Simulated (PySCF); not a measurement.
# C2H4ClIS: the cost of one run

Programs: PySCF 2.14.0. All values are calculated, for the isolated system unless a continuum is named. Atoms count from 0, parts from 1.

## Step 1: The system as given

9 atoms, charge 0, multiplicity 1; geometry: GFN1-xTB. Parts: 1 = atoms 0–1, `ClI`, charge 0; 2 = atoms 2–8, `C1CS1`, charge 0.

## Step 2: Relaxing the molecule at PBE0-D3(BJ)/def2-SVP

The job: settings as JSON, then the geometry in Å.

```
{"job": {"xc": "PBE0", "basis": "def2-SVP", "d3": "d3bj", "grid": 2, "kind": "geom"}, "charge": 0, "multiplicity": 1, "parts": [{"atoms": "0-1", "charge": 0, "multiplicity": 1}, {"atoms": "2-8", "charge": 0, "multiplicity": 1}]}
I      1.168401     0.492290     0.001563
Cl    -0.715556    -0.974793     0.143805
C      3.838787     1.950051     1.787986
C      2.930774     3.099741     1.595332
S      3.394797     2.261069     0.069903
H      4.874013     2.146648     2.037196
H      3.433417     1.037749     2.208440
H      1.892439     2.989961     1.882104
H      3.328463     4.100471     1.709887
```

The run is started by

```
OMP_NUM_THREADS=1 python cluster_run.py task.json out
```

This one command runs all jobs of the session in turn.

**Question.** How long does this first job take on 1 thread of Intel Xeon 6975P-C, shared host, and how much memory does it need?

About 25 s, with a peak of 0.56 GiB.
